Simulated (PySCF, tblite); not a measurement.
# C5H7AlFN: dynamics, then NMR shifts on frames, part 2 of 2

tblite 0.8.0 and PySCF 2.14.0. Atoms count from 0. The steps go on from the part before.

**5. NMR shieldings: 625 fs, PBE0/pcSseg-1**

What the job is given:

```
{"job": {"kind": "nmr", "xc": "PBE0", "basis": "pcSseg-1", "pop": false}, "charge": 0, "multiplicity": 1}
F     -1.105000    -1.548900    -0.779700
C     -1.096700    -0.309100    -0.210600
C     -2.041100     0.624300    -0.550500
C     -1.918900     1.862500     0.128200
C     -0.824500     1.988400     1.060700
C      0.118300     1.027800     0.986800
N      0.051000    -0.101400     0.356300
Al     1.053600    -1.871600     0.475000
H     -2.911000     0.503400    -1.096300
H     -2.477100     2.633300    -0.317200
H     -0.862100     2.764600     1.912100
H      1.003000     1.124800     1.595600
H      1.389200    -1.944800    -1.134600
H      2.031100    -1.592800     1.581100
H     -0.135200    -2.934800     1.117500
```

Level: GIAO PBE0/pcSseg-1 NMR shielding, non-relativistic, gas phase.

The log of the run:

```text
coarse grid: 13544 points
cycle   1  E = -591.0385732719  dE =  1.368e+00  |g| = 5.278e-01  |ddm| = 3.621e+00
cycle   2  E = -590.9960775654  dE =  4.250e-02  |g| = 7.707e-01  |ddm| = 9.857e-01
cycle   3  E = -591.0986968450  dE = -1.026e-01  |g| = 7.814e-02  |ddm| = 5.445e-01
cycle   4  E = -591.0995894018  dE = -8.926e-04  |g| = 4.688e-02  |ddm| = 1.042e-01
cycle   5  E = -591.1000826509  dE = -4.932e-04  |g| = 1.105e-02  |ddm| = 4.166e-02
cycle   6  E = -591.1001042185  dE = -2.157e-05  |g| = 4.798e-03  |ddm| = 1.179e-02
cycle   7  E = -591.1001102477  dE = -6.029e-06  |g| = 8.607e-04  |ddm| = 5.064e-03
final grid: 128136 points
cycle   8  E = -591.1504168048  dE = -3.294e-05  |g| = 6.525e-03  |ddm| = 3.075e-02
cycle   9  E = -591.1504101294  dE =  6.675e-06  |g| = 9.190e-03  |ddm| = 1.353e-02
cycle  10  E = -591.1504265298  dE = -1.640e-05  |g| = 1.156e-03  |ddm| = 7.471e-03
cycle  11  E = -591.1504267570  dE = -2.272e-07  |g| = 1.888e-04  |ddm| = 1.054e-03
cycle  12  E = -591.1504267628  dE = -5.789e-09  |g| = 5.400e-05  |ddm| = 1.832e-04
cycle  13  E = -591.1504267631  dE = -3.475e-10  |g| = 4.041e-05  |ddm| = 8.388e-05
cycle  14  E = -591.1504267636  dE = -4.258e-10  |g| = 5.279e-06  |ddm| = 3.670e-05
converged SCF energy = -591.1504267636

GIAO shielding tensors (ppm)
atom      isotropic    diamagn.    paramagn.     s11        s22        s33       span
  0 F      185.749     477.388    -291.640     93.072    216.452    247.721    154.649
  1 C       15.940     249.835    -233.894    -65.616     34.854     78.583    144.199
  2 C       65.029     256.831    -191.802    -39.732     58.852    175.967    215.699
  3 C       20.519     257.976    -237.457   -105.540    -12.797    179.895    285.435
  4 C       58.569     258.759    -200.190    -46.881     46.490    176.098    222.979
  5 C       43.455     247.487    -204.032    -49.915     22.123    158.157    208.072
  6 N       16.023     332.886    -316.863   -131.021    -65.594    244.684    375.705
  7 Al     433.893     794.323    -360.430    406.709    438.797    456.172     49.463
  8 H       24.404      31.453      -7.048     21.280     23.716     28.217      6.937
  9 H       23.275      29.550      -6.275     20.768     21.969     27.090      6.323
 10 H       22.995      26.811      -3.816     19.911     24.015     25.058      5.148
 11 H       23.491      30.467      -6.976     17.872     24.873     27.729      9.857
 12 H       26.352      29.100      -2.748     23.072     25.693     30.290      7.217
 13 H       27.601      30.501      -2.900     23.765     26.732     32.306      8.541
 14 H       26.092      28.085      -1.992     22.761     26.026     29.490      6.729
```

It took 23 s on 1 thread of Intel Xeon at 2.60GHz, shared host; peak memory 0.83 GiB.

This run: δ C1 171.0, C3 166.4, C5 143.5, C4 128.4, H10 8.72, H9 8.44 ppm.

**6. Shielding tensors: 800 fs, PBE0/pcSseg-1**

What the job is given:

```
{"job": {"kind": "nmr", "xc": "PBE0", "basis": "pcSseg-1", "pop": false}, "charge": 0, "multiplicity": 1}
F     -1.321000    -1.997400     0.479700
C     -1.193200    -0.726400     0.208800
C     -2.247800     0.182000     0.279200
C     -1.930400     1.531500     0.139200
C     -0.541100     1.901700    -0.126500
C      0.424400     0.915300    -0.036200
N      0.078400    -0.398700    -0.056400
Al     1.163600    -1.832600     0.960300
H     -3.236500    -0.142500     0.574800
H     -2.673300     2.356000     0.184600
H     -0.153500     2.915600     0.164900
H      1.502900     1.049300    -0.054900
H      2.207000    -0.694400     1.251800
H      0.480300    -2.009900     2.205900
H      1.285400    -3.064900    -0.122100
```

Level: GIAO PBE0/pcSseg-1 NMR shielding, non-relativistic, gas phase.

The log of the run:

```text
coarse grid: 13544 points
cycle   1  E = -591.0515492210  dE =  1.192e+00  |g| = 5.146e-01  |ddm| = 3.602e+00
cycle   2  E = -591.0174161482  dE =  3.413e-02  |g| = 7.083e-01  |ddm| = 8.845e-01
cycle   3  E = -591.1100995904  dE = -9.268e-02  |g| = 8.156e-02  |ddm| = 4.868e-01
cycle   4  E = -591.1112614063  dE = -1.162e-03  |g| = 5.243e-02  |ddm| = 1.285e-01
cycle   5  E = -591.1120077060  dE = -7.463e-04  |g| = 8.339e-03  |ddm| = 5.068e-02
cycle   6  E = -591.1120214210  dE = -1.372e-05  |g| = 2.777e-03  |ddm| = 9.751e-03
cycle   7  E = -591.1120230084  dE = -1.587e-06  |g| = 7.677e-04  |ddm| = 2.717e-03
final grid: 128136 points
cycle   8  E = -591.1627879588  dE = -3.395e-05  |g| = 6.512e-03  |ddm| = 3.426e-02
cycle   9  E = -591.1627812381  dE =  6.721e-06  |g| = 9.114e-03  |ddm| = 1.372e-02
cycle  10  E = -591.1627976121  dE = -1.637e-05  |g| = 1.180e-03  |ddm| = 7.503e-03
cycle  11  E = -591.1627978721  dE = -2.600e-07  |g| = 2.755e-04  |ddm| = 1.139e-03
cycle  12  E = -591.1627978844  dE = -1.231e-08  |g| = 1.497e-04  |ddm| = 3.331e-04
cycle  13  E = -591.1627978896  dE = -5.208e-09  |g| = 3.190e-05  |ddm| = 1.486e-04
cycle  14  E = -591.1627978899  dE = -2.202e-10  |g| = 1.064e-05  |ddm| = 3.258e-05
converged SCF energy = -591.1627978899

GIAO shielding tensors (ppm)
atom      isotropic    diamagn.    paramagn.     s11        s22        s33       span
  0 F      209.388     475.355    -265.967    119.281    212.315    296.569    177.287
  1 C        5.863     251.526    -245.663    -97.536     32.435     82.688    180.224
  2 C       70.673     255.819    -185.146    -12.377     54.619    169.777    182.154
  3 C       19.017     256.166    -237.149   -100.482     -9.798    167.331    267.813
  4 C       54.308     256.694    -202.386    -54.205     43.493    173.636    227.841
  5 C       14.966     252.137    -237.171    -98.452      5.371    137.978    236.430
  6 N      -19.054     333.201    -352.255   -188.274    -95.131    226.243    414.517
  7 Al     418.181     795.920    -377.739    387.987    412.725    453.832     65.846
  8 H       24.374      28.527      -4.153     20.573     25.487     27.062      6.490
  9 H       22.447      27.545      -5.097     19.698     22.262     25.382      5.684
 10 H       23.607      28.460      -4.853     20.713     24.237     25.872      5.159
 11 H       22.006      31.222      -9.216     18.011     21.425     26.583      8.571
 12 H       27.497      30.770      -3.273     23.065     28.003     31.422      8.358
 13 H       28.625      31.962      -3.337     24.390     28.584     32.899      8.509
 14 H       26.448      29.141      -2.693     23.814     25.135     30.395      6.581
```

Wall time 22 s (1 thread of Intel Xeon at 2.60GHz, shared host); peak memory 0.83 GiB.

This run: δ C1 181.1, C5 172.0, C3 167.9, C4 132.6, H11 9.71, H9 9.27 ppm.

**7. NMR shieldings: 1000 fs, PBE0/pcSseg-1**

What the job is given:

```
{"job": {"kind": "nmr", "xc": "PBE0", "basis": "pcSseg-1", "pop": false}, "charge": 0, "multiplicity": 1}
F     -1.645300    -1.539600     1.067400
C     -1.131400    -0.491300     0.513000
C     -1.918900     0.635400     0.246300
C     -1.224900     1.735700    -0.272600
C      0.125300     1.645300    -0.449300
C      0.717800     0.471400    -0.248100
N      0.089300    -0.672200     0.204400
Al     1.765400    -2.078200     0.585000
H     -2.936700     0.576700     0.442100
H     -1.943300     2.549300    -0.281400
H      0.756100     2.499200    -0.650900
H      1.818000     0.470900    -0.369700
H      2.701100    -1.888200    -0.817700
H      2.252000    -1.442800     1.990200
H      1.113900    -3.455000     0.902100
```

With the program's defaults for keys left out, this is: GIAO PBE0/pcSseg-1 NMR shielding, non-relativistic, gas phase.

The log of the run:

```text
coarse grid: 13544 points
cycle   1  E = -591.0666063114  dE =  1.352e+00  |g| = 5.201e-01  |ddm| = 3.661e+00
cycle   2  E = -591.0377457291  dE =  2.886e-02  |g| = 6.907e-01  |ddm| = 8.135e-01
cycle   3  E = -591.1220841522  dE = -8.434e-02  |g| = 8.823e-02  |ddm| = 4.651e-01
cycle   4  E = -591.1232953038  dE = -1.211e-03  |g| = 5.669e-02  |ddm| = 1.236e-01
cycle   5  E = -591.1240341208  dE = -7.388e-04  |g| = 9.375e-03  |ddm| = 4.528e-02
cycle   6  E = -591.1240484796  dE = -1.436e-05  |g| = 4.040e-03  |ddm| = 1.033e-02
cycle   7  E = -591.1240523664  dE = -3.887e-06  |g| = 9.657e-04  |ddm| = 3.871e-03
final grid: 128136 points
cycle   8  E = -591.1743208159  dE = -2.810e-05  |g| = 5.763e-03  |ddm| = 3.158e-02
cycle   9  E = -591.1743178833  dE =  2.933e-06  |g| = 7.128e-03  |ddm| = 1.058e-02
cycle  10  E = -591.1743288343  dE = -1.095e-05  |g| = 1.097e-03  |ddm| = 5.682e-03
cycle  11  E = -591.1743290289  dE = -1.946e-07  |g| = 1.801e-04  |ddm| = 8.347e-04
cycle  12  E = -591.1743290331  dE = -4.166e-09  |g| = 8.667e-05  |ddm| = 1.804e-04
cycle  13  E = -591.1743290347  dE = -1.630e-09  |g| = 3.253e-05  |ddm| = 1.013e-04
cycle  14  E = -591.1743290349  dE = -2.541e-10  |g| = 4.681e-06  |ddm| = 2.870e-05
converged SCF energy = -591.1743290349

GIAO shielding tensors (ppm)
atom      isotropic    diamagn.    paramagn.     s11        s22        s33       span
  0 F      234.349     474.553    -240.204    131.483    254.315    317.248    185.765
  1 C       17.853     248.379    -230.526    -72.455     38.055     87.959    160.414
  2 C       64.638     260.880    -196.242    -36.615     61.496    169.033    205.647
  3 C       35.211     251.912    -216.701    -85.501      6.593    184.540    270.041
  4 C       70.780     255.298    -184.518    -31.013     61.023    182.328    213.341
  5 C       27.907     254.697    -226.790    -70.416     13.071    141.067    211.483
  6 N       12.125     334.624    -322.499   -128.924    -80.932    246.232    375.156
  7 Al     406.161     793.076    -386.915    371.206    411.478    435.799     64.593
  8 H       24.775      31.719      -6.943     22.016     23.877     28.433      6.416
  9 H       22.880      28.478      -5.599     19.689     21.127     27.823      8.134
 10 H       24.462      30.233      -5.771     21.028     25.696     26.662      5.634
 11 H       22.488      30.773      -8.285     16.722     22.442     28.300     11.577
 12 H       25.901      27.688      -1.787     22.891     25.682     29.131      6.240
 13 H       26.409      28.547      -2.139     23.919     25.306     30.001      6.082
 14 H       26.796      29.013      -2.217     23.219     26.317     30.852      7.634
```

Wall time 22 s (1 thread of Intel Xeon at 2.60GHz, shared host); peak memory 0.83 GiB.

In short: δ C1 169.1, C5 159.0, C3 151.7, C2 122.3, H11 9.23, H9 8.84 ppm.

**8. Side by side: NMR shifts**

Shifts (ppm) of some atoms, chosen among heavy atoms and hydrogens apart, with basis size and wall time:

| frame | C5 | C3 | H8 | H13 | F0 | N6 | Al7 | functions | time |
| --- | --- | --- | --- | --- | --- | --- | --- | --- | --- |
| 250 fs | 172.3 | 145.9 | 7.93 | 5.79 | -41.8 | 317.4 | 64.1 | 178 | 32 s |
| 425 fs | 154.4 | 158.4 | 8.92 | 5.59 | -74.3 | 251.6 | 60.9 | 178 | 25 s |
| 625 fs | 143.5 | 166.4 | 7.31 | 4.12 | -14.8 | 251.7 | 56.1 | 178 | 23 s |
| 800 fs | 172.0 | 167.9 | 7.34 | 3.09 | -38.4 | 286.8 | 71.8 | 178 | 22 s |
| 1000 fs | 159.0 | 151.7 | 6.94 | 5.31 | -63.4 | 255.6 | 83.8 | 178 | 22 s |

**9. Results**

The summary covers parts 1 to 2.

| quantity | value |
| --- | --- |
| thermostat | 600 K |
| mean temperature, second half | 637 K |
| mean potential energy above the minimum | 0.98 eV |
| 13C shifts against TMS (PBE0/pcSseg-1, 250 fs) | 188.1, 172.3, 145.9, 136.2, 125.3 ppm |
| 1H shifts against TMS (PBE0/pcSseg-1, 250 fs) | 9.52, 7.93, 7.58, 7.58, 5.79, 4.92, 4.67 ppm |
| 19F shifts against CFCl3 (PBE0/pcSseg-1, 250 fs) | -41.8 ppm |
| 15N shifts against NH3 (PBE0/pcSseg-1, 250 fs) | 317.4 ppm |
| 27Al shifts against AlH4- (PBE0/pcSseg-1, 250 fs) | 64.1 ppm |
| surface potential, 1st and 99th percentile | -1.45 V and 1.85 V |
| range of the shift of N6 | 251.6 to 317.4 ppm |

**Reading.** In the second half the potential energy averages 0.98 eV above the minimum; equipartition over 39 harmonic modes at 600 K would give 1.01 eV. With 15 atoms the temperature swings widely (256 to 994 K). Shifts at one fixed geometry are not the observed spectrum, which averages over the motion. In the first frame run (250 fs): The largest span, 489 ppm, is at N6, where the paramagnetic term is -384 ppm. At PBE0/pcSseg-1, counted by nearest atom on the grid, the HOMO lies on H13 64 %; H12 18 %, the LUMO on N6 22 %; C3, C5 about 20 % each. Across the 5 runs the shift of N6 moves most, between 251.6 (425 fs) and 317.4 ppm (250 fs).
